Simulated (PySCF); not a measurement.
**[Er(H2O)]3+: other functionals and bases at one geometry**

An exercise on one series of results from a longer session: the logs are not shown, and one member is left open.

Method: several levels, as the steps say, no spin–orbit coupling; program: PySCF 2.14.0.

1 further run of the same task is left out (for a known fault of the program).

### Starting geometry

4 atoms, charge 3, spin multiplicity 1.

Bond lengths: Er1–O2 2.144 Å, O2–H3 1.004 Å, O2–H4 1.004 Å. Angles: Er1–O2–H3 128.9°, Er1–O2–H4 128.9°, H3–O2–H4 102.1°.

As a file:

```xyz
4
ErH2O
Er    0.0000    0.0000   -0.0551
O     0.0000    0.0000    2.0886
H     0.7809    0.0000    2.7197
H    -0.7809    0.0000    2.7197
```

Formal oxidation states: Er +3. Each metal's 11 4f electrons lie in its core potential, so multiplicities, spins and levels count the valence alone. An earlier session relaxed this geometry at PBE0, Er lcecp-1-SVP with ECP57, O def2-SVP, H def2-SVP (singlet, point group C2v).

At PBE0 on the finer grid: E = -113.161321 Eh, HOMO -28.46 eV, LUMO -20.77 eV, Mulliken charge on Er1 +2.54 e, largest force component 0.001 eV/Å. 

Levels to run: HF; revPBE; PBE0, TZVP. Hardware: 2 threads of Arm Neoverse V2, shared host.

The first run:

Contents of run.py (the lines that set the calculation):

```python
mol = gto.M(atom='''
Er     0.00000     0.00000    -0.05505
O      0.00000     0.00000     2.08859
H      0.78094     0.00000     2.71965
H     -0.78094     0.00000     2.71965''',
    basis={'Er': 'lcecp-1-SVP', 'O': 'def2-SVP', 'H': 'def2-SVP'},
    ecp={'Er': 'lcecp-1-SVP'},
    charge=3, spin=0)
mf = scf.RHF(mol)
mf = mf.density_fit()  # fitting sets: Er AutoAux, O def2-universal-JKFIT, H def2-universal-JKFIT
mf.conv_tol = 1e-08; mf.max_cycle = 55
mf.kernel(dm0)  # dm0: the density of the relaxed state
```

Run with:

```bash
$ OMP_NUM_THREADS=2 python run.py
```

Among the steps run: HF; revPBE; PBE0, TZVP.

One of the session's tables, all rows but one given; the rest of the session is left out.

```
              level  HOMO (eV)  gap (eV)  charge on Er1 (e)  dipole (D)  largest force component (eV/Å)
PBE0 (relaxed here)     -28.46      7.69               2.54        3.38                            0.00
                 HF     -32.78     15.47               2.67        2.65                            1.66
             revPBE     -26.78      4.93               2.48        3.71                            0.37
         PBE0, TZVP          ?         ?                  ?           ?                               ?
```

Q: Estimate the row for PBE0, TZVP from the others.

The run gave: HOMO (eV): -28.43; gap (eV): 7.69; charge on Er1 (e): 2.62; dipole (D): 3.45; largest force component (eV/Å): 0.33. In the column «HOMO (eV)» it lies between PBE0 (relaxed here) (-28.46) and revPBE (-26.78).

The dipole of a charged species depends on the origin, so these sizes hold for this origin alone.

In one basis the HOMO–LUMO gap runs from 4.93 eV (revPBE) to 15.47 eV (HF). The largest leftover force, 1.66 eV/Å with HF, stands at a geometry relaxed at another level. With 4f in the core, its levels are missing from HOMO and gap, and its count is fixed, so no charge can pass from the ligands into it. Total energies of different levels can't be compared.
